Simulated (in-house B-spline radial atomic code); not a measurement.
# Gd³⁺ in a hard spherical wall

Aim: energy and levels of Gd³⁺ squeezed by an impenetrable sphere of shrinking radius. More than one configuration is followed.

Program: in-house B-spline radial atomic code version 1. Level of theory: Dirac-Hartree-Fock, average of configuration, Fermi nucleus, basis-set limit. These are calculated values, not measurements, unless marked.

## (1) The atom as given

- element: gadolinium (Z = 64)
- charge: +3
- electrons: 61
- configuration: [Xe] 4f7
- Hamiltonian: Dirac-Coulomb
- nucleus: Fermi, rms radius 5.157 fm

The outer shells:

[Xe] 4f7
```
[Xe] core
4f [↑ ][↑ ][↑ ][↑ ][↑ ][↑ ][↑ ]
```

The boxes draw the filling by Hund's rule, which heavy ions in jj coupling don't follow; these runs average over all states of the configuration.

The run's settings:

```ini
Z = 64
electrons = 61.0
configuration = [Xe] 4f7
hamiltonian = dirac
method = hf
spin_polarised = False
nucleus = fermi
rms_radius = 5.1569
mass_number = 158
atomic_mass = 157.9241112
speed_of_light = 137.035999084
```

The reference is known from an earlier run: -11272.911494 hartree in all. Up to eight levels, counted from the top:

```
orbital  occupation  energy (eV)  <r> (bohr)
  4p3/2           4      -326.97      0.5936
  4d3/2           4      -198.07      0.6318
  4d5/2           6      -192.06      0.6421
  5s1/2           2      -85.670       1.346
  5p1/2           2      -61.461       1.486
  5p3/2           4      -56.690       1.567
  4f5/2           3      -44.881      0.8214
  4f7/2           4      -44.123      0.8308
```

## (2) Wall at 9.55 bohr, configuration [Xe] 4f7

The run's settings:

```ini
Z = 64
electrons = 61.0
configuration = [Xe] 4f7
hamiltonian = dirac
method = hf
spin_polarised = False
nucleus = fermi
rms_radius = 5.1569
mass_number = 158
atomic_mass = 157.9241112
speed_of_light = 137.035999084
wall_radius = 9.55
```

## (3) Wall at 3.81 bohr, configuration [Xe] 4f7

The settings differ from step 2 so:

```diff
@@ -11,2 +11,2 @@
 speed_of_light = 137.035999084
-wall_radius = 9.55
+wall_radius = 3.81
```

## (4) Wall at 1.78 bohr, configuration [Xe] 4f7

The settings differ from step 3 so:

```diff
@@ -11,2 +11,2 @@
 speed_of_light = 137.035999084
-wall_radius = 3.81
+wall_radius = 1.78
```

## (5) Wall at 9.55 bohr, configuration [Kr] 4d9 4f8 5s2 5p6

The run's settings:

```ini
Z = 64
electrons = 61.0
configuration = [Kr] 4d9 4f8 5s2 5p6
hamiltonian = dirac
method = hf
spin_polarised = False
nucleus = fermi
rms_radius = 5.1569
mass_number = 158
atomic_mass = 157.9241112
speed_of_light = 137.035999084
wall_radius = 9.55
```

## (6) Wall at 3.81 bohr, configuration [Kr] 4d9 4f8 5s2 5p6

The settings differ from step 5 so:

```diff
@@ -11,2 +11,2 @@
 speed_of_light = 137.035999084
-wall_radius = 9.55
+wall_radius = 3.81
```

## (7) Wall at 1.78 bohr, configuration [Kr] 4d9 4f8 5s2 5p6

The settings differ from step 6 so:

```diff
@@ -11,2 +11,2 @@
 speed_of_light = 137.035999084
-wall_radius = 3.81
+wall_radius = 1.78
```

## (8) Wall at 9.55 bohr, configuration [Kr] 4d10 4f7 5s2 5p5 5f1

The run's settings:

```ini
Z = 64
electrons = 61.0
configuration = [Kr] 4d10 4f7 5s2 5p5 5f1
hamiltonian = dirac
method = hf
spin_polarised = False
nucleus = fermi
rms_radius = 5.1569
mass_number = 158
atomic_mass = 157.9241112
speed_of_light = 137.035999084
wall_radius = 9.55
```

## (9) Wall at 3.81 bohr, configuration [Kr] 4d10 4f7 5s2 5p5 5f1

The settings differ from step 8 so:

```diff
@@ -11,2 +11,2 @@
 speed_of_light = 137.035999084
-wall_radius = 9.55
+wall_radius = 3.81
```

## (10) Wall at 1.78 bohr, configuration [Kr] 4d10 4f7 5s2 5p5 5f1

The settings differ from step 9 so:

```diff
@@ -11,2 +11,2 @@
 speed_of_light = 137.035999084
-wall_radius = 3.81
+wall_radius = 1.78
```

**Question.** What do the energy and the highest level do as the wall closes in, and which configuration is lower at each radius?

The runs gave:

| configuration | radius (bohr) | energy above the free system (eV) | highest level (eV) |
| --- | --- | --- | --- |
| [Xe] 4f7 | 9.55 | below noise | -44.123 (4f7/2) |
| [Xe] 4f7 | 3.81 | 0.992 | -43.455 (4f7/2) |
| [Xe] 4f7 | 1.78 | 381.14 | 12.615 (5p3/2) |
| [Kr] 4d9 4f8 5s2 5p6 | 9.55 | 147.10 | -44.978 (4f7/2) |
| [Kr] 4d9 4f8 5s2 5p6 | 3.81 | 148.07 | -44.328 (4f7/2) |
| [Kr] 4d9 4f8 5s2 5p6 | 1.78 | 529.32 | 12.135 (5p3/2) |
| [Kr] 4d10 4f7 5s2 5p5 5f1 | 9.55 | 43.967 | -13.492 (5f7/2) |
| [Kr] 4d10 4f7 5s2 5p5 5f1 | 3.81 | 58.708 | 0.663 (5f7/2) |
| [Kr] 4d10 4f7 5s2 5p5 5f1 | 1.78 | 516.94 | 144.67 (5f7/2) |

**Reading.** For [Xe] 4f7 the energy above the free reference is below noise at 9.55 bohr and 381.14 eV at 1.78 bohr. Its highest level passes zero between 3.81 and 1.78 bohr; in smaller spheres the level is positive, pushed up by confinement, and the wall keeps the electron in. Of [Xe] 4f7 and [Kr] 4d9 4f8 5s2 5p6, the first stays lower at every radius that both share. At 1.78 bohr the lowest of all 3 is [Xe] 4f7. A hard wall is a crude model of an atom's surroundings.
